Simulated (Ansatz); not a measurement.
# CH7BSi2: the cost of one run

Computed with Ansatz 0.2.0 through its Python package. Level of theory: B3LYP/def2-SVP.

**1. The system**

Bond lengths: Si1–B2 1.876 Å, B2–C3 1.560 Å, B2–Si4 2.079 Å, C3–Si4 1.828 Å, Si1–H5 1.516 Å, Si1–H6 1.510 Å, Si1–H7 1.489 Å, C3–H8 1.160 Å, C3–H9 1.083 Å, Si4–H10 1.398 Å, Si4–H11 1.498 Å. Angles (14 of 21 angles, heavy atoms first): Si1–B2–C3 151.4°, Si1–B2–Si4 150.3°, C3–B2–Si4 58.2°, B2–C3–Si4 75.2°, B2–Si4–C3 46.5°, B2–Si1–H5 110.8°, B2–Si1–H6 111.5°, B2–Si1–H7 112.1°, B2–C3–H8 111.7°, B2–C3–H9 116.7°, Si4–C3–H8 109.3°, Si4–C3–H9 119.8°, B2–Si4–H10 107.3°, B2–Si4–H11 102.5°.

Input file ch7bsi2.xyz:

```xyz
11

Si   -0.87610    1.69250   -0.44500
B    -0.08690    0.06580    0.05620
C     0.15180   -1.07950    1.08750
Si    1.19880   -1.51750   -0.34540
H    -1.77320    1.50480   -1.65250
H    -1.74680    2.24830    0.65580
H     0.14010    2.72920   -0.77730
H     0.82660   -0.73240    1.96430
H    -0.70330   -1.69470    1.33710
H     2.48520   -0.98520   -0.47140
H     0.44930   -2.28830   -1.38870
```

**2. The code**

The input, tae_ch7bsi2.py:

```python
# -*- coding: utf-8 -*-
'''Atomisation energy of CH7BSi2 at the given geometry.'''

from collections import Counter

import ansatz as az


def single_point(molecule, charge=0, unpaired=0):
    calc = molecule.calculation().basis(gaussian='def2-SVP').functional('B3LYP')
    if charge:
        calc = calc.charge(charge)
    if unpaired:
        calc = calc.spin('collinear', total=unpaired)
    report = calc.run(threads=1).report
    if report['published_state_doubts']:
        print('  doubts:', report['published_state_doubts'])
    return report['free_energy_ev']

molecule = az.Crystal.molecule_from_extxyz('ch7bsi2.xyz')

# Hund ground states
unpaired = {'Si': 2, 'B': 1, 'C': 2, 'H': 1}
counts = Counter(site.symbol for site in molecule.cartesian_sites)
atom_energy = {s: single_point(az.Crystal.molecule().atom(s, (0, 0, 0)), 0, unpaired[s]) for s in counts}
whole = single_point(molecule, 0, 0)
for s, e in atom_energy.items():
    print(f'{s:2s} x{counts[s]}  {e:14.5f} eV')
print(f'CH7BSi2: {whole:.5f} eV')
split = sum(counts[s] * e for s, e in atom_energy.items()) - whole
print(f'atomisation energy (no zero-point term): {23.060548 * split:.1f} kcal/mol, {split / sum(counts.values()):.3f} eV an atom')
```

**3. What the engine is handed**

The package turns the script's settings into the engine's input (first run):

```yaml
crystal:
  periodic: [false, false, false]
  atoms:
    - { symbol: Si, position_ang: [0.0, 0.0, 0.0] }
basis:
  gaussian:
    orbitals: def2-SVP
hamiltonian:
  xc: b3lyp
magnetization:
  spin_polarized: true
  initial_magnetization: 2.0
```

**4. Running it**

Run with:

```sh
> python tae_ch7bsi2.py
```

What time and memory should one allow on 1 thread of Arm Neoverse V2, shared host?

About 3.9 s, with a peak of 0.24 GiB.
